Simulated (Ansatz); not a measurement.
# C3H5NSe: up Jacob's ladder to CCSD(T)

An exercise on one series of results from a longer session: the logs are not shown, and one member is left open.

The runs use Ansatz 0.2.0, Gaussian basis; functionals in def2-TZVPP, the program's frozen cores in correlated methods.

Levels to be run: LDA (SPW92), PBE-D4, revPBE-D4, BLYP-D4, r2SCAN-D4, B97M-V, PBE0-D4, B3LYP-D4, r2SCANh-D4, r2SCAN0-D4, HSE06-D4, BHLYP-D4, CAM-B3LYP-D4, LC-ωPBE, ωB97X-V, ωB97M-V, B2PLYP, PBE-QIDH; CCSD(T)/def2-SVP; CCSD(T)/def2-TZVPP; MP2/def2-QZVPP; extrapolation to the limit; RPA on PBE.

## The geometry

The geometry comes from an earlier relaxation with PBE0-D4 in a triple-zeta def2 set; it is a stationary point, not always the lowest conformer.

SMILES `CC1N=C[Se]1`, 10 atoms, charge 0, spin multiplicity 1.

Atoms are counted from 1 here; the program's logs count them from 0.

Bond lengths: C1–C2 1.498 Å, C1–H6 1.091 Å, C1–H7 1.091 Å, C1–H8 1.094 Å, C2–N3 1.452 Å, C2–Se5 2.024 Å, C2–H9 1.092 Å, N3–C4 1.272 Å, C4–Se5 1.897 Å, C4–H10 1.087 Å. Angles: C2–C1–H6 111.1°, C2–C1–H7 110.9°, C2–C1–H8 108.9°, H6–C1–H7 109.0°, H6–C1–H8 108.6°, H7–C1–H8 108.5°, C1–C2–N3 114.9°, C1–C2–Se5 116.4°, C1–C2–H9 113.1°, N3–C2–Se5 92.1°, N3–C2–H9 110.8°, Se5–C2–H9 107.7°, C2–N3–C4 99.5°, N3–C4–Se5 104.4°, N3–C4–H10 126.5°, Se5–C4–H10 129.0°, C2–Se5–C4 64.0°.

As a file:

```mol
C3H5NSe
  3D, bonds by distance, orders not assigned

 10 10  0  0  0  0  0  0  0  0999 V2000
   -1.2146   -0.6688    0.0280 C   0  0
   -0.0751    0.1916    0.4822 C   0  0
    1.2437   -0.3674    0.2465 N   0  0
    1.7330    0.5523   -0.4828 C   0  0
    0.3306    1.8193   -0.6512 Se  0  0
   -2.1698   -0.1597    0.1668 H   0  0
   -1.1047   -0.9360   -1.0239 H   0  0
   -1.2210   -1.5889    0.6203 H   0  0
   -0.1753    0.5239    1.5173 H   0  0
    2.7363    0.5825   -0.9001 H   0  0
  1  2  8  0
  2  3  8  0
  3  4  8  0
  4  5  8  0
  1  6  8  0
  1  7  8  0
  1  8  8  0
  2  9  8  0
  4 10  8  0
  2  5  8  0
M  END
```

The first run:

Contents of in.yaml:

```yaml
crystal:
  periodic: [false, false, false]
  atoms:
    - {symbol: C, position_ang: [-1.214614, -0.668808, 0.027954]}
    - {symbol: C, position_ang: [-0.075110, 0.191594, 0.482181]}
    - {symbol: N, position_ang: [1.243687, -0.367359, 0.246464]}
    - {symbol: C, position_ang: [1.732979, 0.552288, -0.482844]}
    - {symbol: Se, position_ang: [0.330556, 1.819267, -0.651178]}
    - {symbol: H, position_ang: [-2.169790, -0.159658, 0.166761]}
    - {symbol: H, position_ang: [-1.104676, -0.936011, -1.023919]}
    - {symbol: H, position_ang: [-1.220987, -1.588890, 0.620270]}
    - {symbol: H, position_ang: [-0.175311, 0.523935, 1.517324]}
    - {symbol: H, position_ang: [2.736267, 0.582542, -0.900112]}
basis:
  gaussian: {orbitals: def2-TZVPP}
hamiltonian: {xc: lda}
output: {orbitals: {seedname: orbitals}}
```

Launch:

```
ansatz run in.yaml --threads 4 --pin off --events-out ev --progress --plain --max-ram 10444MiB
```

Among the steps run: LDA; PBE-D4 (GGA); revPBE-D4 (GGA); BLYP-D4 (GGA); r2SCAN-D4 (meta-GGA); B97M-V (meta-GGA); PBE0-D4 (hybrid); B3LYP-D4 (hybrid); r2SCANh-D4 (hybrid); r2SCAN0-D4 (hybrid); HSE06-D4 (hybrid); BHLYP-D4 (hybrid); CAM-B3LYP-D4 (range-separated); LC-ωPBE (range-separated); ωB97X-V (range-separated); ωB97M-V (range-separated); B2PLYP (double hybrid); PBE-QIDH (double hybrid).

One table of the session follows, with a row left open; its other results are not shown here.

It belongs to the step «Frontier levels by functional». 

```
  functional  HOMO (eV)  gap (eV)
 LDA (SPW92)      -5.84      3.66
      PBE-D4      -5.66      3.68
   revPBE-D4      -5.60      3.71
     BLYP-D4      -5.50      3.62
   r2SCAN-D4      -5.89      4.08
      B97M-V          ?         ?
     PBE0-D4      -6.75      5.70
    B3LYP-D4      -6.53      5.23
  r2SCANh-D4      -6.30      4.83
  r2SCAN0-D4      -6.91      5.95
    HSE06-D4      -6.36      4.92
    BHLYP-D4      -7.70      7.62
CAM-B3LYP-D4      -8.02      8.05
     LC-ωPBE      -9.37     10.60
     ωB97X-V      -9.01     10.11
     ωB97M-V      -8.88      9.83
```

Q: Estimate the row for B97M-V from the others.

As computed: HOMO (eV): -5.94; gap (eV): 4.21. In the column «HOMO (eV)» it lies between r2SCANh-D4 (-6.30) and r2SCAN-D4 (-5.89).
